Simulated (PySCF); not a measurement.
# C7H7O: the cost of one run

The runs use PySCF 2.14.0, with density-fitted response routines of our own; the level of theory stands in each step. All values are computed, except where a source is named. Atoms are numbered from 0 throughout.

## (1) The starting structure

15 atoms, charge 1, multiplicity 1; geometry from: GFN2-xTB.

Bonds of the start (Å): O0–C1 1.31, C1–C2 1.41, C2–C3 1.38, C3–C4 1.40, C4–C5 1.38, C5–C6 1.40, C6–C7 1.37, C7–C1 1.41, O0–H8 0.97, C2–H9 1.09, C3–H10 1.08, C4–H11 1.08, C5–H12 1.08, C6–H13 1.08, C7–H14 1.08.

## (2) Relaxing the molecule at PBE0-D3(BJ)/def2-SVP

Job settings and geometry (Å):

```
{"job": {"xc": "PBE0", "basis": "def2-SVP", "d3": "d3bj", "grid": 2, "kind": "geom"}, "charge": 1, "multiplicity": 1}
O      2.459590     0.406200    -0.069500
C      1.171600     0.153150    -0.033330
C      0.712050    -1.180550    -0.024210
C     -0.579310    -1.652520     0.008140
C     -1.786040    -0.940600     0.047550
C     -1.972660     0.424520     0.062560
C     -0.999210     1.434080     0.035010
C      0.367340     1.316890    -0.008480
H      3.035560    -0.375260    -0.087390
H      1.492170    -1.936030    -0.047260
H     -0.679910    -2.731500     0.004440
H     -2.682030    -1.548680     0.070610
H     -2.999540     0.767200     0.098790
H     -1.381400     2.447670     0.049780
H      0.948890     2.232020    -0.025260
```

Q: Estimate the wall time of this first job on 8 threads of Intel Xeon 6975P-C (Granite Rapids), shared host.

About 29 s.
